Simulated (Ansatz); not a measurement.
# CHBFI: the cost of one run

Program: Ansatz 0.2.0. Level of theory: RKS revPBE-D4/def2-mTZVP. These are calculated values, not measurements.

## Step 1: The system as given

Bond lengths: F1–B2 1.282 Å, B2–C3 1.383 Å, C3–I4 2.140 Å, C3–H5 1.070 Å. Angles: F1–B2–C3 176.9°, B2–C3–I4 116.8°, B2–C3–H5 131.9°, I4–C3–H5 111.3°.

As a file:

```xyz
5

F     0.2299   -1.5826    1.5047
B     0.1959   -0.5671    0.7232
C     0.1144    0.4895   -0.1648
I    -1.0901    0.1928   -1.9084
H     0.5498    1.4673   -0.1548
```

## Step 2: End point A

File input.yaml:

```yaml
crystal:
  periodic: [false, false, false]
  atoms:
    - { symbol: F, position_ang: [0.22994, -1.58256, 1.50473] }
    - { symbol: B, position_ang: [0.1959, -0.56706, 0.72319] }
    - { symbol: C, position_ang: [0.11441, 0.4895, -0.16477] }
    - { symbol: I, position_ang: [-1.09006, 0.19277, -1.90836] }
    - { symbol: H, position_ang: [0.54981, 1.46735, -0.15478] }
basis:
  gaussian: { orbitals: def2-mTZVP }
hamiltonian:
  xc: revpbe
  dispersion: d4
relax:
  f_tol: 0.02
  max_steps: 50
```

The run is started by

```
ansatz run input.yaml --threads 2 --pin off --max-ram 3072MiB --backend cpu --events-out ev --progress --plain --runs-dir out
```

Q: Estimate wall time and peak memory on 2 threads of Intel Xeon Platinum 8259CL at 2.50GHz (Skylake/Cascade Lake), shared host.

About 14 s, with a peak of 0.18 GiB.
